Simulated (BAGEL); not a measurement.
**HF/3-21G (density fitting with qzvpp-jkfit) run of B2NH2F3 (SMILES NB(F)B(F)F)**

What is the energy change on altering one bond length of B2NH2F3 at HF/3-21G (density fitting with qzvpp-jkfit)? 

Program for the calculation: BAGEL 1.2.2.

1 further run of the same task is left out (set aside as unsound or not needed).

## 1. Starting point

The species is B2NH2F3 (8 atoms), meant as a singlet with charge 0. As SMILES, `NB(F)B(F)F`. The shape is that of a GFN2-xTB optimisation.

Bond lengths: N1–B2 1.386 Å, B2–F3 1.343 Å, B2–B4 1.698 Å, B4–F5 1.319 Å, B4–F6 1.329 Å, N1–H7 1.004 Å, N1–H8 1.008 Å. Angles: N1–B2–F3 115.1°, N1–B2–B4 122.2°, F3–B2–B4 122.7°, B2–B4–F5 127.2°, B2–B4–F6 121.6°, F5–B4–F6 111.2°, B2–N1–H7 123.8°, B2–N1–H8 122.5°, H7–N1–H8 113.7°.

## 2. A single-point energy at HF/3-21G (density fitting with qzvpp-jkfit)

hf.json reads:

```json
{ "bagel" : [

{
  "title" : "molecule",
  "basis" : "3-21g",
  "df_basis" : "qzvpp-jkfit",
  "angstrom" : true,
  "geometry" : [
    { "atom" : "N", "xyz" : [    0.340750,   -1.267510,    0.299020 ] },
    { "atom" : "B", "xyz" : [    0.545740,    0.021990,   -0.165570 ] },
    { "atom" : "F", "xyz" : [    1.788340,    0.278040,   -0.605690 ] },
    { "atom" : "B", "xyz" : [   -0.688910,    1.188210,   -0.169590 ] },
    { "atom" : "F", "xyz" : [   -0.660800,    2.376820,   -0.741400 ] },
    { "atom" : "F", "xyz" : [   -1.859070,    0.964870,    0.418990 ] },
    { "atom" : "H", "xyz" : [   -0.535150,   -1.598740,    0.661850 ] },
    { "atom" : "H", "xyz" : [    1.069100,   -1.963680,    0.302390 ] }
  ]
},
{
  "title" : "hf",
  "charge" : 0
},
{
  "title" : "print",
  "file" : "orbitals.molden",
  "orbitals" : true
}

]}
```

The run is started by

```bash
BAGEL_NUM_THREADS=1 BAGEL hf.json > hf.out
```

Standard output:

```text
* using 1 threads per process

  ===============================================================
  ===============================================================

  *** Geometry ***

  { "atom" : "N", "xyz" : [      0.643924,     -2.395247,      0.565066 ] },
  { "atom" : "B", "xyz" : [      1.031299,      0.041555,     -0.312882 ] },
  { "atom" : "F", "xyz" : [      3.379473,      0.525419,     -1.144588 ] },
  { "atom" : "B", "xyz" : [     -1.301851,      2.245391,     -0.320479 ] },
  { "atom" : "F", "xyz" : [     -1.248731,      4.491539,     -1.401043 ] },
  { "atom" : "F", "xyz" : [     -3.513133,      1.823340,      0.791776 ] },
  { "atom" : "H", "xyz" : [     -1.011287,     -3.021181,      1.250715 ] },
  { "atom" : "H", "xyz" : [      2.020306,     -3.710817,      0.571434 ] },

  Number of auxiliary basis functions:      494

  Since a DF basis is specified, we compute 2- and 3-index integrals:
    o Being stored without compression. Storage requirement is 0.013 GB

  Number of basis functions:       58
  Number of electrons      :       46

    * METHOD: MOLECULE                             0.19

  *** RHF ***

  === Nuclear Repulsion ===
   206.1247785762

      * DIIS with orbital gradients will be used.

  === RHF iteration (3-21g) ===
      0       -401.11772653          0.03242503           0.05
      1       -401.30112539          0.01856239           0.04
      2       -401.36932142          0.00138007           0.04
      3       -401.37021493          0.00028974           0.04
      4       -401.37024062          0.00008699           0.04
      5       -401.37024344          0.00001380           0.04
      6       -401.37024355          0.00000573           0.04
      7       -401.37024356          0.00000167           0.04
      8       -401.37024356          0.00000038           0.04
      9       -401.37024356          0.00000016           0.04
     10       -401.37024356          0.00000005           0.04
     11       -401.37024356          0.00000001           0.04
     12       -401.37024356          0.00000001           0.04
    * SCF iteration converged.

    * Permanent dipole moment:
           (    0.023858,     1.246892,    -0.405337) a.u.

    * METHOD: HF                                   0.66

    * METHOD: PRINT                                0.01

  ===============================================================
```

Wall time 0.99 s (1 thread of Arm Neoverse V1, shared host); peak memory 0.091 GiB.

## 3. The distorted shape

input.json reads:

```json
{ "bagel" : [

{
  "title" : "molecule",
  "basis" : "3-21g",
  "df_basis" : "qzvpp-jkfit",
  "angstrom" : true,
  "geometry" : [
    { "atom" : "N", "xyz" : [    0.711163,   -1.617393,    0.300226 ] },
    { "atom" : "B", "xyz" : [    0.916153,   -0.327893,   -0.164364 ] },
    { "atom" : "F", "xyz" : [    2.158753,   -0.071843,   -0.604484 ] },
    { "atom" : "B", "xyz" : [   -0.688910,    1.188210,   -0.169590 ] },
    { "atom" : "F", "xyz" : [   -0.660800,    2.376820,   -0.741400 ] },
    { "atom" : "F", "xyz" : [   -1.859070,    0.964870,    0.418990 ] },
    { "atom" : "H", "xyz" : [   -0.164737,   -1.948623,    0.663056 ] },
    { "atom" : "H", "xyz" : [    1.439513,   -2.313563,    0.303596 ] }
  ]
},
{ "title" : "hf" },
{ "title" : "print", "file" : "orbitals.molden", "orbitals" : true }

]}
```

The run is started by

```bash
BAGEL_NUM_THREADS=1 BAGEL input.json > input.out
```

Standard output:

```text
* using 1 threads per process

  ===============================================================
  ===============================================================

  *** Geometry ***

  { "atom" : "N", "xyz" : [      1.343903,     -3.056430,      0.567345 ] },
  { "atom" : "B", "xyz" : [      1.731278,     -0.619628,     -0.310603 ] },
  { "atom" : "F", "xyz" : [      4.079452,     -0.135764,     -1.142309 ] },
  { "atom" : "B", "xyz" : [     -1.301851,      2.245391,     -0.320479 ] },
  { "atom" : "F", "xyz" : [     -1.248731,      4.491539,     -1.401043 ] },
  { "atom" : "F", "xyz" : [     -3.513133,      1.823340,      0.791776 ] },
  { "atom" : "H", "xyz" : [     -0.311308,     -3.682364,      1.252994 ] },
  { "atom" : "H", "xyz" : [      2.720285,     -4.372000,      0.573713 ] },

  Number of auxiliary basis functions:      494

  Since a DF basis is specified, we compute 2- and 3-index integrals:
    o Being stored without compression. Storage requirement is 0.013 GB

  Number of basis functions:       58
  Number of electrons      :       46

    * METHOD: MOLECULE                             0.19

  *** RHF ***

  === Nuclear Repulsion ===
   193.3653957016

      * DIIS with orbital gradients will be used.

  === RHF iteration (3-21g) ===
      0       -401.05985463          0.03256429           0.05
      1       -401.24778118          0.01850680           0.04
      2       -401.31658170          0.00143192           0.04
      3       -401.31761071          0.00032178           0.04
      4       -401.31764563          0.00010682           0.04
      5       -401.31764998          0.00001785           0.04
      6       -401.31765019          0.00000708           0.05
      7       -401.31765021          0.00000235           0.04
      8       -401.31765022          0.00000054           0.05
      9       -401.31765022          0.00000018           0.04
     10       -401.31765022          0.00000005           0.05
     11       -401.31765022          0.00000002           0.04
     12       -401.31765022          0.00000001           0.04
    * SCF iteration converged.

    * Permanent dipole moment:
           (   -0.059764,     1.319468,    -0.402613) a.u.

    * METHOD: HF                                   0.69

    * METHOD: PRINT                                0.01

  ===============================================================
```

Wall time 1 s (1 thread of Arm Neoverse V1, shared host); peak memory 0.091 GiB.

## 4. Results

At HF/3-21G (density fitting with qzvpp-jkfit):

```
                                                         quantity          value
                                        first shape: total energy  -401.37024 Eh
                                       first shape: dipole moment         3.33 D
                                         first shape: HOMO energy      -12.30 eV
                                         first shape: LUMO energy        2.54 eV
                                       first shape: HOMO–LUMO gap       14.84 eV
                                    distorted shape: total energy  -401.31765 Eh
                                   distorted shape: dipole moment         3.51 D
                                     distorted shape: HOMO energy      -11.36 eV
                                     distorted shape: LUMO energy        3.08 eV
                                   distorted shape: HOMO–LUMO gap       14.44 eV
energy change with the B2–B4 bond stretched from 1.698 to 2.208 Å       1.431 eV
```

With the B2–B4 bond stretched from 1.698 to 2.208 Å the energy rises by 1.43 eV (33 kcal/mol). The first shape isn't relaxed at this level, so the change isn't measured from a minimum.
